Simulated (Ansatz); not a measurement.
Born–Oppenheimer molecular dynamics of a periodic cell of 20 atoms, SrTiO$_{3}$ (start crystal SrTiO3, start structure I4/mcm, volume 1 times the crystal's). It starts from a structure without forces on its atoms.

The calculation used Ansatz 0.2.0, DFT r2SCAN, scalar-relativistic, plane waves, PAW. Settings: accuracy low, PAW set soft_1, cutoff 500 eV, k mesh 2x2x2, fermi-dirac smearing 0.36 eV, no spin polarisation.

```json
{
  "ensemble": "NVT, Langevin thermostat",
  "time step": "0.75 fs",
  "steps asked": "90",
  "set temperature": "4200 K",
  "friction": "0.02 /fs",
  "seed": "202498"
}
```

First frame:

```xyz
20
Lattice="5.5223 0.0000 0.0000 0.0000 5.5223 0.0000 0.0000 0.0000 7.8453" Properties=species:S:1:pos:R:3
Sr 0.000 2.761 1.961
Sr 2.761 0.000 1.961
Ti 0.000 0.000 0.000
Ti 0.000 0.000 3.923
O 4.258 1.496 3.923
O 1.265 1.496 0.000
O 1.496 1.265 3.923
O 4.026 1.265 0.000
O 0.000 0.000 5.884
O 0.000 0.000 1.961
Sr 2.761 0.000 5.884
Sr 0.000 2.761 5.884
Ti 2.761 2.761 3.923
Ti 2.761 2.761 0.000
O 1.496 4.258 0.000
O 4.026 4.258 3.923
O 4.258 4.026 0.000
O 1.265 4.026 3.923
O 2.761 2.761 1.961
O 2.761 2.761 5.884
```

What does the run give?

All steps were run.

```yaml
steps_done: 90
time_covered: 67.5 fs
mean_temperature_over_the_second_half: 3268 K
spread_of_the_potential_energy_over_the_second_half: 60.6 meV per atom
mean_potential_energy_of_the_second_half_above_the_start: 398.5 meV per atom
```

The mean temperature of the second half is 22 % below the set value. A run of 0.068 ps of so small a system gives no equilibrium averages. Limits of this set-up: coarse k mesh, low accuracy level.

What happens to the structure?

Mean squared displacements from the first frame to the last, about the centre of mass: Sr 0.09 Å², Ti 0.06 Å², O 0.20 Å². Another seed would give other details.

How do temperature and energy run in time?


```
time (fs)  T (K)  potential energy less start (eV)
        0   3990                             0.000
     5.25   3397                             1.172
     10.5   2502                             4.062
    15.75   1509                             5.612
       21   2331                             5.015
    26.25   3033                             4.397
     31.5   2989                             5.437
    36.75   2593                             6.579
       42   2855                             6.574
    47.25   2968                             7.994
     52.5   2806                             9.653
    57.75   3550                             9.425
       63   4759                             7.859
```

Run time: 25 min on 2 threads of Arm Neoverse V1 (shared host), peak memory 1.2 GiB.
